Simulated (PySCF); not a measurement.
**HF/3-21G run of GeCl2 (SMILES Cl[Ge]Cl)**

Aim: the energy change on altering one bond length of GeCl2 at HF/3-21G, from 2 runs. Input form: a Python script.

The calculation is run with PySCF 2.14.0.

2 further runs of the same task are left out: 2 set aside as unsound or not needed.

### 1 The system as given

GeCl2 has 3 atoms, charge 0, and is taken as a singlet. SMILES: `Cl[Ge]Cl`. Geometry: relaxed at PBE0-D4/def2-TZVP.

Bond lengths: Cl1–Ge2 2.182 Å, Ge2–Cl3 2.182 Å. Angles: Cl1–Ge2–Cl3 100.0°.

### 2 A single-point energy at HF/3-21G

Contents of run.py:

```python
from pyscf import gto

system = gto.M(
    atom='''
Cl  -0.065420  -1.681680   0.422740
Ge  -0.421210   0.067170  -0.832020
Cl   0.486630   1.614500   0.409270
''',
    max_memory=1860,
    charge=0,
    verbose=3,
    basis='3-21g',
)

mf = system.RHF()
mf.conv_tol = 1e-10
mf.kernel()
if not mf.converged:
    mf = mf.newton().run(mf.mo_coeff, mf.mo_occ)

e_tot = mf.e_tot
print('Final energy', e_tot)
```

Started as:

```bash
$ OMP_NUM_THREADS=1 python run.py
```

The program printed:

```text
converged SCF energy = -2980.02233046047
Final energy -2980.0223304604665
```

Run time: 2.6 s. Hardware: 1 thread of AMD EPYC (Zen 3), shared host; peak memory 0.12 GiB.

### 3 The distorted shape, same level

Contents of calc.py:

```python
from pyscf import gto

mol = gto.M(
    atom='Cl 0.219208 -3.080741 1.426534; Ge -0.421210 0.067170 -0.832020; Cl 0.486630 1.614500 0.409270',
    max_memory=1860,
    verbose=4,
    spin=0,
    basis='3-21g',
)

mf = mol.RHF()
mf.conv_tol = 1e-10
mf.kernel()
if not mf.converged:
    mf = mf.newton().run(mf.mo_coeff, mf.mo_occ)

e_tot = mf.e_tot
print(f'total energy: {e_tot:.8f} hartree')
```

Started as:

```bash
$ OMP_NUM_THREADS=1 python calc.py
```

The program printed:

```text
PySCF version 2.14.0

[INPUT] num. atoms = 3
[INPUT] num. electrons = 66
[INPUT] charge = 0
[INPUT] spin (= nelec alpha-beta = 2S) = 0
[INPUT] symmetry False subgroup None
[INPUT] Mole.unit = angstrom
[INPUT] Symbol           X                Y                Z      unit          X                Y                Z       unit  Magmom
[INPUT]  1 Cl     0.219208000000  -3.080741000000   1.426534000000 AA    0.414243084314  -5.821756750719   2.695758567380 Bohr   0.0
[INPUT]  2 Ge    -0.421210000000   0.067170000000  -0.832020000000 AA   -0.795971540928   0.126932903787  -1.572289930161 Bohr   0.0
[INPUT]  3 Cl     0.486630000000   1.614500000000   0.409270000000 AA    0.919597423997   3.050962828110   0.773408211001 Bohr   0.0

nuclear repulsion = 237.048898670569
number of shells = 24
number of NR pGTOs = 108
number of NR cGTOs = 48
basis = 3-21g
ecp = {}

******** <class 'pyscf.scf.hf.RHF'> ********
method = RHF
initial guess = minao
damping factor = 0
level_shift factor = 0
DIIS = <class 'pyscf.scf.diis.CDIIS'>
diis_start_cycle = 1
diis_space = 8
diis_damp = 0
SCF conv_tol = 1e-10
SCF conv_tol_grad = None
SCF max_cycles = 50
direct_scf = True
direct_scf_tol = 1e-13
Set gradient conv threshold to 1e-05
Initial guess from minao.
init E= -2977.04776140963
  HOMO = -0.393445605960817  LUMO = -0.0776138103041093  gap/eV = 8.59422
cycle= 1 E= -2979.8174096455  delta_E= -2.77  |g|= 0.424  |ddm|= 1.43
  HOMO = -0.201049852421032  LUMO = -0.162598268860732  gap/eV = 1.04632
cycle= 2 E= -2979.87358922999  delta_E= -0.0562  |g|= 0.297  |ddm|= 1.22
  HOMO = -0.303442685882015  LUMO = -0.106959848755332  gap/eV = 5.34657
cycle= 3 E= -2979.90427075644  delta_E= -0.0307  |g|= 0.0291  |ddm|= 0.453
  HOMO = -0.303723466413059  LUMO = -0.103660348445942  gap/eV = 5.44399
cycle= 4 E= -2979.90525941354  delta_E= -0.000989  |g|= 0.015  |ddm|= 0.102
  HOMO = -0.306161427293621  LUMO = -0.100964078456914  gap/eV = 5.58370
cycle= 5 E= -2979.90546148173  delta_E= -0.000202  |g|= 0.00693  |ddm|= 0.0363
  HOMO = -0.306216267604271  LUMO = -0.0986319348796628  gap/eV = 5.64866
cycle= 6 E= -2979.90556849931  delta_E= -0.000107  |g|= 0.00218  |ddm|= 0.0372
  HOMO = -0.30662087143139  LUMO = -0.0981552558165976  gap/eV = 5.67264
cycle= 7 E= -2979.9055830656  delta_E= -1.46e-05  |g|= 0.000659  |ddm|= 0.0154
  HOMO = -0.306672518252698  LUMO = -0.0978435967884571  gap/eV = 5.68252
cycle= 8 E= -2979.905584117  delta_E= -1.05e-06  |g|= 0.000149  |ddm|= 0.00426
  HOMO = -0.306691847224954  LUMO = -0.0978110273798062  gap/eV = 5.68394
cycle= 9 E= -2979.90558418349  delta_E= -6.65e-08  |g|= 4.41e-05  |ddm|= 0.00107
  HOMO = -0.306689431249443  LUMO = -0.0978059006477411  gap/eV = 5.68401
cycle= 10 E= -2979.90558418814  delta_E= -4.65e-09  |g|= 1.32e-05  |ddm|= 0.000256
  HOMO = -0.306689663506972  LUMO = -0.0978052282916025  gap/eV = 5.68404
cycle= 11 E= -2979.90558418882  delta_E= -6.79e-10  |g|= 6.85e-06  |ddm|= 9e-05
  HOMO = -0.306690365320905  LUMO = -0.097805054578734  gap/eV = 5.68406
cycle= 12 E= -2979.9055841891  delta_E= -2.8e-10  |g|= 2.32e-06  |ddm|= 7.72e-05
  HOMO = -0.306690047699269  LUMO = -0.0978053139301397  gap/eV = 5.68404
cycle= 13 E= -2979.90558418912  delta_E= -1.73e-11  |g|= 6.1e-07  |ddm|= 2.52e-05
  HOMO = -0.306690086434476  LUMO = -0.0978053741356079  gap/eV = 5.68404
Extra cycle  E= -2979.90558418913  delta_E= -8.19e-12  |g|= 3.6e-07  |ddm|= 2.06e-06
converged SCF energy = -2979.90558418913
total energy: -2979.90558419 hartree
```

It took 2.2 s on 1 thread of AMD EPYC (Zen 3), shared host; peak memory 0.12 GiB.

### 4 Summary of results

Level: HF/3-21G.

| quantity | value |
| --- | --- |
| first shape: total energy | -2980.02233 Eh |
| first shape: dipole moment | 3.57 D |
| first shape: HOMO energy | -10.75 eV |
| first shape: LUMO energy | -0.62 eV |
| first shape: HOMO–LUMO gap | 10.14 eV |
| distorted shape: total energy | -2979.90558 Eh |
| distorted shape: dipole moment | 12.87 D |
| distorted shape: HOMO energy | -8.35 eV |
| distorted shape: LUMO energy | -2.66 eV |
| distorted shape: HOMO–LUMO gap | 5.68 eV |
| energy change with the Cl1–Ge2 bond stretched from 2.182 to 3.927 Å | 3.177 eV |

In words: One bond (distorted shape) is far stretched, which a spin-restricted single reference describes badly; a broken-symmetry solution may lie lower. With the Cl1–Ge2 bond stretched from 2.182 to 3.927 Å the energy rises by 3.18 eV (73 kcal/mol). The first shape isn't relaxed at this level, so the change isn't measured from a minimum. A restricted reference can't describe the breaking bond well at this length. Mulliken charges (first shape) run from -0.51 on Cl1 to +1.02 on Ge2; they depend strongly on the basis. Mulliken charges (distorted shape) run from -0.71 on Cl1 to +1.13 on Ge2.
